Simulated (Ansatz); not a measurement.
# SnNH3S2 (SMILES [NH2][SnH]1[S][S]1): a chain of runs

Aim: a structure relaxation (singlet SnNH3S2, HF/LANL2DZ), then a structure relaxation (singlet SnNH3S2, HF/LANL2DZ), then a band of images between two shapes (singlet SnNH3S2, HF/LANL2DZ), then a saddle-point search (singlet SnNH3S2, HF/LANL2DZ), then the harmonic vibrations (singlet SnNH3S2, HF/LANL2DZ), then the energy (singlet SnNH3S2, CCSD(T)/x2c-SVPall) of H3NS2Sn. 

The results are computed with Ansatz 0.2.0.

## (1) The molecule

The species is SnNH3S2 (7 atoms), meant as a singlet with charge 0. As SMILES, `[NH2][SnH]1[S][S]1`. The coordinates come from a PBE0-D4/def2-TZVP relaxation. This is one conformer, not always the lowest. The run starts from this shape.

Bond lengths: N1–Sn2 2.003 Å, Sn2–S3 2.358 Å, Sn2–S4 2.376 Å, S3–S4 2.178 Å, N1–H5 1.012 Å, N1–H6 1.012 Å, Sn2–H7 1.690 Å. Some angles: N1–Sn2–S3 115.2°, N1–Sn2–S4 120.4°, S3–Sn2–S4 54.8°, Sn2–S3–S4 63.0°, Sn2–S4–S3 62.2°, N1–Sn2–H7 112.0°, S3–Sn2–H7 122.2°, S4–Sn2–H7 121.1°, Sn2–N1–H5 114.3°, Sn2–N1–H6 112.7°.

## (2) A structure relaxation at HF/LANL2DZ (core potential) (run 1)

job.yaml reads:

```yaml
crystal:
  periodic: [false, false, false]
  atoms:
    - {symbol: "N", position_ang: [-0.858900, 1.180400, 0.033200]}
    - {symbol: Sn, position_ang: [0.658800, -0.125900, 0.009600]}
    - {symbol: S, position_ang: [0.436900, -1.947300, 1.490200]}
    - {symbol: S, position_ang: [0.292300, -2.381600, -0.639300]}
    - {symbol: H, position_ang: [-0.847300, 1.845800, -0.729000]}
    - {symbol: H, position_ang: [-1.763700, 0.727200, 0.057900]}
    - {symbol: H, position_ang: [2.143100, 0.633400, -0.268300]}
basis:
  gaussian:
    orbitals: LANL2DZ.json
relax: {}
hamiltonian:
  xc: hf
```

The basis set LANL2DZ is read from a file made from the Basis Set Exchange's data (not shown).

Launch:

```bash
$ ansatz run job.yaml --threads 1 --pin off --max-ram 2610MiB --events-out events.jsonl --progress --plain --runs-dir runs
```

Standard output:

```text
Warning: RAYON_NUM_THREADS=1 ignored (pool sized by the plan → 1); use --threads N
The last accepted step is kept in runs//last_step.txt (removed where the run ends without a failure and the disk answers)
[... 62 lines left out ...]
Total energy: -2155.23205434 eV, -79.2033171283 hartree
[... 7 lines left out ...]
Dipole moment:     0.018735     1.299349    -0.308900 e Å
```

It took 3.6 s on 1 thread of Intel Xeon 6975P-C (Granite Rapids), shared host; peak memory 0.12 GiB.

Steps, from the record of the run:

| step | energy from the first frame kept (eV) | largest force (eV/Å) |
| --- | --- | --- |
| 1 | 0.0000 | 3.6378 |
| 2 | -0.4729 | 2.1606 |
| 3 | -0.5983 | 2.5676 |
| 4 | -0.6356 | 1.4373 |
| 5 | -0.6929 | 0.4379 |
| 6 | -0.7094 | 0.1651 |
| 7 | -0.7106 | 0.0271 |
| 8 | -0.7108 | 0.0111 |

After the run. Bond lengths: N1–Sn2 1.927 Å, Sn2–S3 2.447 Å, Sn2–S4 2.448 Å, N1–H5 0.998 Å, N1–H6 0.998 Å, Sn2–H7 1.679 Å. Angles: N1–Sn2–S3 118.3°, N1–Sn2–S4 118.5°, S3–Sn2–S4 59.6°, N1–Sn2–H7 111.8°, S3–Sn2–H7 120.0°, S4–Sn2–H7 119.7°, Sn2–N1–H5 123.2°, Sn2–N1–H6 123.6°, H5–N1–H6 113.2°. A long bond or contact: S3–S4 2.434 Å.

## (3) Rotamer: a structure relaxation at HF/LANL2DZ (core potential) (run 2)

input.yaml reads:

```yaml
crystal:
  periodic: [false, false, false]
  atoms:
    - {symbol: N, position_ang: [-0.858900, 1.180400, 0.033200]}
    - {symbol: Sn, position_ang: [0.658800, -0.125900, 0.009600]}
    - {symbol: S, position_ang: [0.436900, -1.947300, 1.490200]}
    - {symbol: S, position_ang: [0.292300, -2.381600, -0.639300]}
    - {symbol: H, position_ang: [-0.900548, 1.755138, 0.864934]}
    - {symbol: H, position_ang: [-0.868868, 1.781997, -0.780830]}
    - {symbol: H, position_ang: [2.143100, 0.633400, -0.268300]}
basis:
  gaussian: {orbitals: LANL2DZ.json}
total_charge: 0
hamiltonian: {xc: hf}
relax: {}
```

The basis set LANL2DZ is read from a file made from the Basis Set Exchange's data (not shown).

Launch:

```bash
$ ansatz run input.yaml --threads 1 --pin off --max-ram 2610MiB --events-out events.jsonl --progress --plain --runs-dir runs
```

Standard output:

```text
Warning: RAYON_NUM_THREADS=1 ignored (pool sized by the plan → 1); use --threads N
The last accepted step is kept in runs//last_step.txt (removed where the run ends without a failure and the disk answers)
[... 86 lines left out ...]
Total energy: -2155.23208249 eV, -79.2033181628 hartree
[... 7 lines left out ...]
Dipole moment:     0.113983     1.281883    -0.359813 e Å
```

Run time: 5.1 s. Hardware: 1 thread of Intel Xeon 6975P-C (Granite Rapids), shared host; peak memory 0.12 GiB.

The path in brief:

| step | energy from the first frame kept (eV) | largest force (eV/Å) |
| --- | --- | --- |
| 1 | 0.0000 | 3.5958 |
| 2 | -0.4966 | 2.3899 |
| 3 | -0.6129 | 2.2450 |
| 4 | -0.7690 | 1.0514 |
| 5 | -0.8293 | 0.5356 |
| 6 | -0.8768 | 0.2359 |
| 7 | -0.8915 | 0.2014 |
| 8 | -0.9008 | 0.0226 |
| 9 | -0.9014 | 0.0051 |
| 10 | -0.9015 | 0.0137 |
| 11 | -0.9015 | 0.0126 |
| 12 | -0.9015 | 0.0008 |

After the run. Bond lengths: N1–Sn2 1.927 Å, Sn2–S3 2.448 Å, Sn2–S4 2.448 Å, N1–H5 0.998 Å, N1–H6 0.998 Å, Sn2–H7 1.679 Å. Angles: N1–Sn2–S3 118.3°, N1–Sn2–S4 118.3°, S3–Sn2–S4 59.6°, N1–Sn2–H7 111.8°, S3–Sn2–H7 119.8°, S4–Sn2–H7 119.8°, Sn2–N1–H5 123.6°, Sn2–N1–H6 123.3°, H5–N1–H6 113.2°. A long bond or contact: S3–S4 2.434 Å.

## (4) A band of images between two shapes at HF/LANL2DZ (core potential) (run 3)

run.yaml reads:

```yaml
crystal:
  periodic: [false, false, false]
  atoms:
    - {symbol: "N", position_ang: [-0.873602, 1.054975, -0.188126]}
    - {symbol: Sn, position_ang: [0.622129, -0.147887, -0.021484]}
    - {symbol: S, position_ang: [0.503818, -1.920666, 1.660978]}
    - {symbol: S, position_ang: [0.326102, -2.481025, -0.701459]}
    - {symbol: H, position_ang: [-0.775365, 2.018484, -0.429242]}
    - {symbol: H, position_ang: [-1.822692, 0.780540, -0.044234]}
    - {symbol: H, position_ang: [2.080810, 0.627579, -0.322132]}
basis:
  gaussian:
    orbitals: LANL2DZ.json
hamiltonian:
  xc: hf
neb:
  images: 7
  max_iterations: 60
  final_atoms:
    - {symbol: "N", position_ang: [-0.645302, 1.285812, 0.026534]}
    - {symbol: Sn, position_ang: [0.711936, -0.081629, -0.011458]}
    - {symbol: S, position_ang: [0.685256, -1.794658, 1.737007]}
    - {symbol: S, position_ang: [0.036622, -2.375192, -0.536446]}
    - {symbol: H, position_ang: [-1.581631, 1.125878, 0.333964]}
    - {symbol: H, position_ang: [-0.481579, 2.227711, -0.260014]}
    - {symbol: H, position_ang: [2.177481, 0.508214, -0.580082]}
```

The basis set LANL2DZ is read from a file made from the Basis Set Exchange's data (not shown).

Launch:

```bash
$ ansatz run run.yaml --threads 1 --pin off --max-ram 2610MiB --events-out events.jsonl --progress --plain --runs-dir runs
```

Standard output:

```text
Warning: RAYON_NUM_THREADS=1 ignored (pool sized by the plan → 1); use --threads N
[... 454 lines left out ...]
Total energy: -2155.04637585 eV, -79.1964935696 hartree
[... 7 lines left out ...]
Dipole moment:    -0.067282     1.233650    -0.095021 e Å
this run last wrote the band of iteration 7 to runs//neb_band.json
```

Run time: 23 s. Hardware: 1 thread of Intel Xeon 6975P-C (Granite Rapids), shared host; peak memory 0.1 GiB.

## (5) Saddle: a transition-state search at HF/LANL2DZ (core potential) (run 4)

in.yaml reads:

```yaml
crystal:
  periodic: [false, false, false]
  atoms:
    - {symbol: "N", position_ang: [-0.914393, 1.062877, -0.144796]}
    - {symbol: Sn, position_ang: [0.644038, -0.076231, 0.040077]}
    - {symbol: S, position_ang: [0.428805, -2.104434, 1.394674]}
    - {symbol: S, position_ang: [0.574054, -2.284343, -1.017231]}
    - {symbol: H, position_ang: [-1.350695, 1.256431, -1.022512]}
    - {symbol: H, position_ang: [-1.455690, 1.379465, 0.632722]}
    - {symbol: H, position_ang: [2.135081, 0.698234, 0.071367]}
basis:
  gaussian: {orbitals: LANL2DZ.json}
hamiltonian: {xc: hf}
saddle:
  max_steps: 60
```

The basis set LANL2DZ is read from a file made from the Basis Set Exchange's data (not shown).

Launch:

```bash
$ ansatz run in.yaml --threads 1 --pin off --max-ram 2610MiB --events-out events.jsonl --progress --plain --runs-dir runs
```

Standard output:

```text
Warning: RAYON_NUM_THREADS=1 ignored (pool sized by the plan → 1); use --threads N
[... 335 lines left out ...]
Total energy: -2155.04642862 eV, -79.1964955087 hartree
[... 7 lines left out ...]
Dipole moment:    -0.067459     1.229779    -0.096745 e Å
```

Wall time 15 s (1 thread of Intel Xeon 6975P-C (Granite Rapids), shared host); peak memory 0.091 GiB.

After the run. Bond lengths: N1–Sn2 1.940 Å, Sn2–S3 2.449 Å, Sn2–S4 2.449 Å, N1–H5 0.999 Å, N1–H6 0.999 Å, Sn2–H7 1.681 Å. Angles: N1–Sn2–S3 117.9°, N1–Sn2–S4 117.9°, S3–Sn2–S4 59.3°, N1–Sn2–H7 116.2°, S3–Sn2–H7 116.8°, S4–Sn2–H7 116.8°, Sn2–N1–H5 123.2°, Sn2–N1–H6 123.2°, H5–N1–H6 112.6°. A long bond or contact: S3–S4 2.423 Å.

## (6) Saddle: vibrational wavenumbers at HF/LANL2DZ (core potential, masses H = 2.014102 u) (run 5)

molecule.yaml reads:

```yaml
crystal:
  periodic: [false, false, false]
  atoms:
    - {symbol: "N", position_ang: [-0.913245, 1.064180, -0.144516]}
    - {symbol: Sn, position_ang: [0.644417, -0.077271, 0.038078]}
    - {symbol: S, position_ang: [0.426518, -2.104354, 1.394606]}
    - {symbol: S, position_ang: [0.575716, -2.285958, -1.017346]}
    - {symbol: H, position_ang: [-1.351737, 1.255332, -1.021165]}
    - {symbol: H, position_ang: [-1.454500, 1.380018, 0.633005]}
    - {symbol: H, position_ang: [2.134031, 0.700053, 0.071639]}
basis:
  gaussian: {orbitals: LANL2DZ.json}
hamiltonian: {xc: hf}
phonons: {temperatures: {t_min: 298.15, t_max: 298.15, t_step: 1}, masses: [{species: H, mass: 2.014102}]}
```

The basis set LANL2DZ is read from a file made from the Basis Set Exchange's data (not shown).

Launch:

```bash
$ ansatz run molecule.yaml --threads 1 --pin off --max-ram 2610MiB --events-out events.jsonl --progress --plain --runs-dir runs
```

Standard output:

```text
Warning: RAYON_NUM_THREADS=1 ignored (pool sized by the plan → 1); use --threads N
[... 231 lines left out ...]
WARN: phonons: modes at or below zero, which the zero-point energy, F, S and C_V leave out: 1, the lowest at -207.15 cm⁻¹. A minimum has none, and a first-order saddle one
Total energy: -2155.04642861 eV, -79.1964955086 hartree
[... 7 lines left out ...]
Dipole moment:    -0.067459     1.229778    -0.096745 e Å
Vibrations: -207.15 129.43 145.83 282.89 285.70 363.26 429.52 460.88 491.71 654.94 655.22 1285.40 1464.82 2746.94 2899.27 cm⁻¹, zero-point energy 0.762243 eV
```

Wall time 9.9 s (1 thread of Intel Xeon 6975P-C (Granite Rapids), shared host); peak memory 0.092 GiB.

## (7) Saddle: the energy at CCSD(T)/x2c-SVPall (sfX2C) (run 6)

molecule.yaml reads:

```yaml
crystal:
  periodic: [false, false, false]
  atoms:
    - symbol: N
      position_ang: [-0.913245, 1.064180, -0.144516]
    - symbol: Sn
      position_ang: [0.644417, -0.077271, 0.038078]
    - symbol: S
      position_ang: [0.426518, -2.104354, 1.394606]
    - symbol: S
      position_ang: [0.575716, -2.285958, -1.017346]
    - symbol: H
      position_ang: [-1.351737, 1.255332, -1.021165]
    - symbol: H
      position_ang: [-1.454500, 1.380018, 0.633005]
    - symbol: H
      position_ang: [2.134031, 0.700053, 0.071639]
basis:
  gaussian:
    orbitals: x2c-SVPall.json
correlation:
  method: ccsd_t
scf:
  omitted_lower_state_checks: [cluster_reference]
```

The basis set x2c-SVPall is read from a file made from the Basis Set Exchange's data (not shown).

Launch:

```bash
$ ansatz run molecule.yaml --threads 1 --pin off --max-ram 2610MiB --events-out events.jsonl --progress --plain --runs-dir runs
```

Standard output:

```text
Warning: RAYON_NUM_THREADS=1 ignored (pool sized by the plan → 1); use --threads N
Functional definition: HF
  name "HF"
  exchange = exact_x
  correlation = 0
these checks for a lower state are left out or cut short: cluster_reference
1116 factors; integrals over basis functions are off by at most 1.1e-3 eV
mean field evaluation 1: about -191193.7781 eV, gradient 3.2e1 eV
mean field evaluation 2: about -191193.7965 eV, gradient 3.2e1 eV
mean field evaluation 4: about -191196.3145 eV, gradient 2.3e0 eV
mean field evaluation 8: about -191196.3415 eV, gradient 8.2e-4 eV
mean field -191196.34149636 eV, -7026.3359524564 hartree, gradient 4.1e-6 eV, S^2 0.000000; 0 other end points of the search recorded, 0 dependent functions left out; unrestricted orbitals would lower it
29 core orbitals not correlated: weight in the atoms' cores, before any rotation towards them, 1.000 or more for the frozen orbitals, at most 0.000 for the correlated occupied ones
reference -191196.34149636 eV, -7026.3359524564 hartree; 17, 17 occupied and 55, 55 virtual orbitals, 1116 factors
second order -14.42358449 eV of doubles, -0.00000000 eV of singles
cycle   1  -15.02472334 eV  change   -6.0e-1 eV  update   1.0e-1
cycle   2  -15.49155195 eV  change   -4.7e-1 eV  update   3.4e-2
cycle   3  -15.59427973 eV  change   -1.0e-1 eV  update   1.6e-2
cycle   4  -15.58818464 eV  change    6.1e-3 eV  update   4.3e-3
cycle   5  -15.58851565 eV  change   -3.3e-4 eV  update   1.8e-3
cycle   6  -15.58840545 eV  change    1.1e-4 eV  update   5.9e-4
cycle   7  -15.58827217 eV  change    1.3e-4 eV  update   2.4e-4
cycle   8  -15.58833897 eV  change   -6.7e-5 eV  update   9.6e-5
cycle   9  -15.58835877 eV  change   -2.0e-5 eV  update   4.6e-5
cycle  10  -15.58833711 eV  change    2.2e-5 eV  update   2.4e-5
perturbative correction -0.58512189 eV, -0.0215028329 hartree
Total energy: -191212.51495537 eV, -7026.9303161121 hartree
Relativity: scalar
Checks for a lower state left out: cluster_reference
```

Run time: 6.9 s. Hardware: 1 thread of Intel Xeon 6975P-C (Granite Rapids), shared host; peak memory 0.33 GiB.

## (8) Summary of results

| quantity | value |
| --- | --- |
| run 1, HF/LANL2DZ: total energy at the end | -79.20332 Eh |
| run 1, HF/LANL2DZ: dipole moment | 6.42 D |
| rotamer: total energy at the end | -79.20332 Eh |
| rotamer: dipole moment | 6.42 D |
| run 3, HF/LANL2DZ: total energy | -79.19649 Eh |
| run 3, HF/LANL2DZ: dipole moment | 5.95 D |
| saddle, run 4: total energy at the end | -79.19650 Eh |
| saddle, run 4: dipole moment | 5.93 D |
| saddle, run 5: total energy | -79.19650 Eh |
| saddle, run 5: dipole moment | 5.93 D |
| saddle, run 5: largest force on an atom | 0.002 eV/Å |
| saddle, run 5: lowest harmonic wavenumber | 207i cm⁻¹ (imaginary) |
| saddle, run 5: highest harmonic wavenumber | 2899 cm⁻¹ |
| saddle, run 6: total energy | -7026.93032 Eh |
| saddle, run 6: correlation energy (29 core orbitals frozen) | -594.4 mEh |
| saddle, run 6: (T) correction | -21.50 mEh |
| saddle, run 6: T1 diagnostic | 0.013 |

In words: The optimisation (run 1, HF/LANL2DZ) took 7 steps and changed the energy by -0.711 eV. Mulliken charges (run 1, HF/LANL2DZ) run from -1.21 on N1 to +1.28 on Sn2; they depend strongly on the basis. The optimisation (rotamer) took 11 steps and changed the energy by -0.901 eV. Mulliken charges (rotamer) run from -1.21 on N1 to +1.28 on Sn2; they depend strongly on the basis. Mulliken charges (saddle, run 4) run from -1.22 on N1 to +1.27 on Sn2; they depend strongly on the basis. 1 mode is imaginary (lowest 207i cm⁻¹): a first-order saddle point.
